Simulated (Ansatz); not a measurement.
# CH6BFO2Si: the cost of one run

All numbers below are computed with Ansatz 0.2.0 (RKS B3LYP-D4/6-31G*).

### Step 1. The starting structure

Bond lengths: O1–B2 1.431 Å, B2–Si3 1.913 Å, B2–O4 1.474 Å, O4–C5 1.462 Å, C5–F6 1.378 Å, O1–H7 0.968 Å, Si3–H8 1.464 Å, Si3–H9 1.505 Å, Si3–H10 1.505 Å, C5–H11 1.097 Å, C5–H12 1.108 Å. Angles (14 of 17 angles, heavy atoms first): O1–B2–Si3 117.5°, O1–B2–O4 125.0°, Si3–B2–O4 117.4°, B2–O4–C5 106.9°, O4–C5–F6 107.5°, B2–O1–H7 106.1°, B2–Si3–H8 112.1°, B2–Si3–H9 110.1°, B2–Si3–H10 110.4°, O4–C5–H11 108.7°, O4–C5–H12 111.3°, F6–C5–H11 110.5°, F6–C5–H12 109.1°, H8–Si3–H9 108.2°.

As a file:

```xyz
12

O    -1.0937    0.5571    1.6407
B    -0.1141    0.4867    0.6002
Si    1.5158   -0.4393    0.9828
O    -0.2241    1.1521   -0.7104
C    -0.9252    0.2266   -1.5986
F    -1.1007    0.8637   -2.8076
H    -1.6949   -0.1869    1.4944
H     1.7591   -1.5354    0.0431
H     2.6796    0.5113    0.9087
H     1.5021   -0.9653    2.3925
H    -0.3113   -0.6738   -1.7234
H    -1.9156   -0.0520   -1.1885
```

### Step 2. Relaxing end A

File input.yaml:

```yaml
crystal:
  periodic: [false, false, false]
  atoms:
    - { symbol: O, position_ang: [-1.0937, 0.5571, 1.6407] }
    - { symbol: B, position_ang: [-0.1141, 0.4867, 0.6002] }
    - { symbol: Si, position_ang: [1.5158, -0.4393, 0.9828] }
    - { symbol: O, position_ang: [-0.2241, 1.1521, -0.7104] }
    - { symbol: C, position_ang: [-0.9252, 0.2266, -1.5986] }
    - { symbol: F, position_ang: [-1.1007, 0.8637, -2.8076] }
    - { symbol: H, position_ang: [-1.6949, -0.1869, 1.4944] }
    - { symbol: H, position_ang: [1.7591, -1.5354, 0.0431] }
    - { symbol: H, position_ang: [2.6796, 0.5113, 0.9087] }
    - { symbol: H, position_ang: [1.5021, -0.9653, 2.3925] }
    - { symbol: H, position_ang: [-0.3113, -0.6738, -1.7234] }
    - { symbol: H, position_ang: [-1.9156, -0.052, -1.1885] }
basis:
  gaussian: { orbitals: "6-31G*" }
hamiltonian:
  xc: b3lyp
  dispersion: d4
relax:
  f_tol: 0.015
  max_steps: 40
```

Run with:

```bash
ansatz run input.yaml --threads 2 --pin off --max-ram 3072MiB --backend cpu --events-out ev --progress --plain --runs-dir out
```

Q: Estimate wall time and peak memory on 2 threads of Arm Neoverse V2, shared host.

About 77 s, with a peak of 0.24 GiB.
